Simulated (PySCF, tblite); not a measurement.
# C7H7OP: geometry, infrared bands and NMR shifts

What infrared bands and NMR shifts should C7H7OP (`CC#CPc1ccco1`) show?

The runs use tblite 0.8.0 and PySCF 2.14.0, with density-fitted response routines of our own; the level of theory stands in each step. All values are computed, except where a source is named. Atoms count from 0, in the outputs and in this text.

### 1 The molecule as given

16 atoms, charge 0, multiplicity 1; geometry from: force field or distance geometry start.

Bonds of the start (Å): C0–C1 1.47, C1–C2 1.22, C2–P3 1.80, P3–C4 1.84, C4–C5 1.40, C5–C6 1.38, C6–C7 1.40, C7–O8 1.32, O8–C4 1.29, C0–H9 1.11, C0–H10 1.12, C0–H11 1.11, P3–H12 1.44, C5–H13 1.10, C6–H14 1.08, C7–H15 1.09.

### 2 Relaxing the molecule with GFN2-xTB

Job settings and geometry (Å):

```
{"job": {"kind": "relax", "xc": "GFN2-xTB", "basis": "xTB"}, "charge": 0, "multiplicity": 1}
C     -3.962800     0.576300     0.766400
C     -2.716000     0.192100     0.089000
C     -1.670800    -0.124500    -0.463000
P     -0.161600    -0.577900    -1.342700
C      1.252000    -0.420400    -0.177000
C      2.566700    -0.380000    -0.646700
C      3.401800    -0.246400     0.449500
C      2.529800    -0.211900     1.542200
O      1.293000    -0.322100     1.106500
H     -3.923800     1.617800     1.158000
H     -4.848200     0.463200     0.086200
H     -4.121700    -0.107900     1.620400
H      0.110400     0.291000    -2.457000
H      2.878400    -0.443000    -1.699300
H      4.474800    -0.179900     0.460100
H      2.890500    -0.117600     2.565900
```

On the command line:

```bash
OMP_NUM_THREADS=1 python probes_run.py task.json out
```

This one command runs all jobs of the session in turn.

**Question.** This job is followed by: GFN2-xTB harmonic vibrations, gas phase; GIAO PBE0/pcSseg-1 NMR shielding, non-relativistic, gas phase. What will the session give for the following? strongest single infrared mode (GFN2-xTB); zero-point energy (GFN2-xTB); 13C shifts against TMS (PBE0/pcSseg-1); 1H shifts against TMS (PBE0/pcSseg-1, means over atoms taken as alike); 31P shifts against H3PO4 (PBE0/pcSseg-1); 17O shifts against H2O (PBE0/pcSseg-1); surface potential, 1st and 99th percentile.

**Answer**, as computed:

| quantity | value |
| --- | --- |
| strongest single infrared mode (GFN2-xTB) | 2233 cm⁻¹, 169 km/mol |
| zero-point energy (GFN2-xTB) | 71.7 kcal/mol |
| 13C shifts against TMS (PBE0/pcSseg-1) | 154.4, 151.7, 123.5, 117.8, 109.8, 77.0, 6.1 ppm |
| 1H shifts against TMS (PBE0/pcSseg-1, means over atoms taken as alike) | 7.71, 6.85, 6.65, 5.31, 2.06 ppm |
| 31P shifts against H3PO4 (PBE0/pcSseg-1) | -138.2 ppm |
| 17O shifts against H2O (PBE0/pcSseg-1) | 317.4 ppm |
| surface potential, 1st and 99th percentile | -0.99 V and 1.03 V |

**Reading.** Relaxing lowered the energy by 1.025 eV in 131 steps; the close pair that moved most is C4–O8, from 1.288 to 1.351 Å. No mode is imaginary among the 42: a minimum at this level. The strongest single mode, at 2233 cm⁻¹, moves mainly H12. GFN2-xTB is a fitted tight-binding method: band positions and strengths are rough. Its intensities can rank the bands wrongly. At PBE0/pcSseg-1: The widest tensor belongs to O8: span 372 ppm, with a paramagnetic part of -379 ppm. NICS(1)zz of -27 ppm above the planar ring from C4 marks a diatropic (aromatic) ring current.
